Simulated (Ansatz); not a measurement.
# BH3 (SMILES [H]B([H])[H]) at BCCD(T)/3-21G

Aim: the electronic atomisation energy of BH3 at BCCD(T)/3-21G, from 3 runs. 

The calculation is run with Ansatz 0.2.0.

69 further runs of the same task are left out: 2 that didn't finish, 67 set aside as unsound or not needed.

### Step 1. The molecule

BH3: 4 atoms, total charge 0, spin state singlet. As SMILES, `[H]B([H])[H]`. The shape is that of a GFN2-xTB optimisation.

Bond lengths: B1–H2 1.164 Å, B1–H3 1.165 Å, B1–H4 1.165 Å. Angles: H2–B1–H3 120.0°, H2–B1–H4 120.0°, H3–B1–H4 120.0°.

### Step 2. A single-point energy at BCCD(T)/3-21G

job.yaml reads:

```yaml
crystal:
  periodic: [false, false, false]
  atoms:
    - {symbol: B, position_ang: [0.000060, 0.000030, -0.001400]}
    - {symbol: H, position_ang: [1.163870, -0.030320, 0.015280]}
    - {symbol: H, position_ang: [-0.555340, 1.023410, -0.018650]}
    - {symbol: H, position_ang: [-0.608600, -0.993120, 0.004770]}
basis:
  gaussian:
    orbitals: 3-21G.json
correlation:
  method: bccd_t
  frozen_orbitals: {B: 1, H: 0}
accuracy: high
scf:
  omitted_lower_state_checks: [cluster_reference, increment]
```

The basis set 3-21G is read from a file made from the Basis Set Exchange's data (not shown).

Started as:

```console
ansatz run job.yaml --threads 1 --pin off --max-ram 2610MiB --events-out events.jsonl --progress --plain --runs-dir runs
```

Output, cut to the lines that bear on the results:

```text
Warning: RAYON_NUM_THREADS=1 ignored (pool sized by the plan → 1); use --threads N
Functional definition: HF
  name "HF"
[...]
294 factors; integrals over basis functions are off by at most 2.7e-9 eV
[...]
mean field -713.93109932 eV, -26.2364839800 hartree, gradient 2.2e-8 eV, S^2 0.000000; 0 other end points of the search recorded, 0 dependent functions left out
1 core orbitals not correlated: weight in the atoms' cores, before any rotation towards them, 1.000 or more for the frozen orbitals, at most 0.000 for the correlated occupied ones
reference -713.93109932 eV, -26.2364839800 hartree; 3, 3 occupied and 11, 11 virtual orbitals, 294 factors
second order -1.48124801 eV of doubles, -0.00000000 eV of singles
cycle   1  -1.80073639 eV  change   -3.2e-1 eV  update   3.7e-2
[...]
cycle  17  -1.91931178 eV  change  -3.8e-11 eV  update  2.1e-10
perturbative correction -0.02115906 eV, -0.0007775812 hartree
Total energy: -715.87157016 eV, -26.3077949682 hartree
Checks for a lower state left out: cluster_reference, increment
```

It took 0.12 s on 1 thread of Arm Neoverse V1, shared host.

### Step 3. The B atom at the same level

run.yaml reads:

```yaml
crystal:
  periodic: [false, false, false]
  atoms:
    - symbol: B
      position_ang: [0.000000, 0.000000, 0.000000]
basis:
  gaussian:
    orbitals: 3-21G.json
magnetization:
  spin_polarized: true
  initial_magnetization: 1
correlation:
  method: bccd_t
  frozen_orbitals: {B: 1}
accuracy: high
scf:
  omitted_lower_state_checks: [cluster_reference, increment]
```

The basis set 3-21G is read from a file made from the Basis Set Exchange's data (not shown).

Started as:

```console
ansatz run run.yaml --threads 1 --pin off --max-ram 2610MiB --events-out events.jsonl --progress --plain --runs-dir runs
```

Output, cut to the lines that bear on the results:

```text
Warning: RAYON_NUM_THREADS=1 ignored (pool sized by the plan → 1); use --threads N
Functional definition: HF
  name "HF"
[...]
42 factors; integrals over basis functions are off by at most 2.1e-9 eV
[...]
mean field -663.67922630 eV, -24.3897617087 hartree, gradient 3.1e-9 eV, S^2 0.750312; 5 other end points of the search recorded, 0 dependent functions left out
1 core orbitals not correlated: weight in the atoms' cores, before any rotation towards them, 1.000 or more for the frozen orbitals, at most 0.000 for the correlated occupied ones
reference -663.67922630 eV, -24.3897617087 hartree; 2, 1 occupied and 6, 7 virtual orbitals, 42 factors
second order -0.61675838 eV of doubles, -0.00000000 eV of singles
cycle   1  -0.87512783 eV  change   -2.6e-1 eV  update   5.9e-2
[...]
cycle  16  -1.10371288 eV  change  -3.2e-10 eV  update  8.1e-11
perturbative correction -0.00884700 eV, -0.0003251211 hartree
Total energy: -664.79178618 eV, -24.4306475300 hartree
Checks for a lower state left out: cluster_reference, increment
```

Run time: 0.22 s. Hardware: 1 thread of Arm Neoverse V1, shared host.

### Step 4. The H atom: a single-point energy at UHF/3-21G

in.yaml reads:

```yaml
basis:
  gaussian: {orbitals: 3-21G.json}
crystal:
  periodic: [false, false, false]
  atoms:
    - {symbol: H, position_ang: [0.000000, 0.000000, 0.000000]}
magnetization: {spin_polarized: true, initial_magnetization: 1}
hamiltonian: {xc: hf}
accuracy: high
```

The basis set 3-21G is read from a file made from the Basis Set Exchange's data (not shown).

Run the same way, it converges to -0.49620 Eh (log not shown).

### Step 5. Results

At BCCD(T)/3-21G, 1 core orbital frozen:

| quantity | value |
| --- | --- |
| molecule: total energy | -26.30779 Eh |
| molecule: correlation energy (1 core orbital frozen) | -71.3 mEh |
| molecule: (T) correction | -0.78 mEh |
| B atom: total energy | -24.43065 Eh |
| B atom: correlation energy (1 core orbital frozen) | -40.9 mEh |
| B atom: (T) correction | -0.33 mEh |
| B atom: ⟨S²⟩ of the reference determinant | 0.750 |
| H atom: total energy | -0.49620 Eh |
| H atom: ⟨S²⟩ | 0.750 |
| electronic atomisation energy | 10.573 eV |

**Reading.** Taking the molecule apart into free atoms costs 10.57 eV (244 kcal/mol), before zero-point energy and without spin-orbit coupling. The basis has no polarisation functions, which makes bonds too weak. The triples (molecule) make up 1.1 % of the correlation energy. The triples (B atom) make up 0.8 % of the correlation energy.
